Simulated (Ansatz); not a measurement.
## MnI₂, space group P-3m1: a convergence test of the plane-wave cutoff

Computed with the Python package of Ansatz (0.2.0).

`ecut.py`
```python
import csv

import ansatz as az
from ase import Atoms

XC = "r2scan"
KMESH = (8, 8, 5)
SMEARING = "fermi_dirac"
WIDTH_EV = 0.1

atoms = Atoms(
    ["Mn", "I", "I"],
    scaled_positions=[
        (0.0, 0.0, 0.0),
        (1 / 3, 2 / 3, 0.25),
        (2 / 3, 1 / 3, 0.75),
    ],
    cell=[
        (4.16, 0.0, 0.0),
        (-2.08, 3.60266568, 0.0),
        (0.0, 0.0, 6.82),
    ],
    pbc=True,
)
atoms.set_initial_magnetic_moments([5.2, 0.0, 0.0])
system = az.Crystal.from_ase(atoms)

base = (
    system.calculation()
    .functional(XC)
    .kpoints(*KMESH)
    .occupations(SMEARING, width=WIDTH_EV)
    .spin(az.SpinTreatment.COLLINEAR)
    .hubbard("Mn", "d", u_eff=6.0)
    .forces()
    .stress()
)

rows = []
for value in [250, 325, 400, 475]:
    summary = base.basis(value).run(threads=1).report
    rows.append((value, summary["free_energy_ev"] / len(summary["lattice"]["sites"]), summary["n_iterations"], sum(summary["stress_gpa"][i][i] for i in range(3)) / 3, max(abs(f) for row in summary["forces_ev_ang"] for f in row), summary["magnetization_mub"], summary["n_pw"]))

with open("ecut.csv", "w", newline="") as handle:
    writer = csv.writer(handle)
    writer.writerow(["cutoff (eV)", "F/atom (eV)", "iterations", "P (GPa)", "max component (eV/A)", "moment (muB)", "plane waves"])
    writer.writerows([round(v, 5) if isinstance(v, float) else v for v in row] for row in rows)

for row in rows[:-1]:
    shift = 1000 * (row[1] - rows[-1][1])
    print(f"{row[0]}: {shift:+.2f} meV/atom" + ("  (within 2 meV)" if abs(shift) < 2 else ""))
```

```console
$ python ecut.py
DeckWarning: basis.ecutwfc = 250 eV is below the records' recommended 500 eV, and the density's cutoff is lower with it unless basis.ecutrho_ratio is high enough to keep the records' density cutoff: compare with a run at a higher cutoff
DeckWarning: where an SCF of this run starts from atoms to list the orders of its open shells, Mn (site 0, from 0) starts with 5.00 μB on its 3d shell, in the place of the 5.20 μB that the deck gives it: its open shells can hold no more by Hund's first rule. To start from spheres of the given moment, type scf.initial_density.shell_occupations: []
DeckWarning: basis.ecutwfc = 325 eV is below the records' recommended 500 eV, and the density's cutoff is lower with it unless basis.ecutrho_ratio is high enough to keep the records' density cutoff: compare with a run at a higher cutoff
DeckWarning: basis.ecutwfc = 400 eV is below the records' recommended 500 eV, and the density's cutoff is lower with it unless basis.ecutrho_ratio is high enough to keep the records' density cutoff: compare with a run at a higher cutoff
DeckWarning: basis.ecutwfc = 475 eV is below the records' recommended 500 eV, and the density's cutoff is lower with it unless basis.ecutrho_ratio is high enough to keep the records' density cutoff: compare with a run at a higher cutoff
250: +1093.29 meV/atom
325: +25.86 meV/atom
400: +3.36 meV/atom
```
(Warnings from the package without file and line.)

File `ecut.csv` afterwards:
```csv
cutoff (eV),F/atom (eV),iterations,P (GPa),max component (eV/A),moment (muB),plane waves
250,-6319.51543,13,1.07818,0.0485,5.0,941
325,-6320.58285,15,1.2203,0.07321,5.0,1353
400,-6320.60536,15,1.20926,0.07305,5.0,1811
475,-6320.60872,15,1.20999,0.07319,5.0,2407
```

Reading the output:
- The magnetic order follows from the starting moments and needn't be the lowest.
- Of the deposited cell: the entry's cell lengths or inner coordinates differ somewhat from later room-temperature determinations.
- Pressure is positive in compression.
- The starting cell is as deposited in a crystallographic database; the results hold for this polymorph, which needn't be the stable one.
- Shifts are counted from the last row, which is itself no proven limit.
- It ran for 2.1 min on 1 thread of Arm Neoverse V2, on a shared host, peak memory 0.9 GiB.
